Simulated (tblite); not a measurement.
# C5H7FOSi: the cost of one run

Programs: tblite 0.8.0 and PySCF 2.14.0, with density-fitted response routines of our own. Each step states its level of theory. These are calculated values for one molecule in the gas phase, unless marked as measured. Atoms count from 0, in the outputs and in this text.

### 1 The starting structure

15 atoms, charge 0, multiplicity 1; geometry from: force field or distance geometry start.

Bonds of the start (Å): C0–C1 1.20, C1–C2 1.48, C2–Si3 1.87, Si3–O4 1.75, O4–C5 1.40, C5–C6 1.32, C6–F7 1.38, C0–H8 1.07, C2–H9 1.10, C2–H10 1.11, Si3–H11 1.46, Si3–H12 1.47, C5–H13 1.08, C6–H14 1.08.

### 2 Geometry optimisation with GFN2-xTB

What the job is given:

```
{"job": {"kind": "relax", "xc": "GFN2-xTB", "basis": "xTB"}, "charge": 0, "multiplicity": 1}
C     -3.556700     0.934500     0.071600
C     -2.721800     0.124000    -0.240600
C     -1.678700    -0.872600    -0.590700
Si    -0.010500    -0.064200    -0.345700
O      1.194000    -1.211200     0.202800
C      2.505900    -0.709200     0.205500
C      2.711800     0.590200     0.234800
F      4.004100     1.076100     0.255100
H     -4.300800     1.654700     0.340100
H     -1.748500    -1.107200    -1.667200
H     -1.808600    -1.800800     0.007100
H      0.468600     0.548600    -1.578400
H     -0.227400     1.022200     0.627800
H      3.290600    -1.455700     0.188700
H      1.873500     1.278600     0.255700
```

Launch:

```sh
OMP_NUM_THREADS=1 python probes_run.py task.json out
```

This one command runs all jobs of the session in turn.

**Question.** How long does this first job take on 1 thread of Arm Neoverse N1, shared host, and how much memory does it need?

About 1.2 s, with a peak of 0.18 GiB.
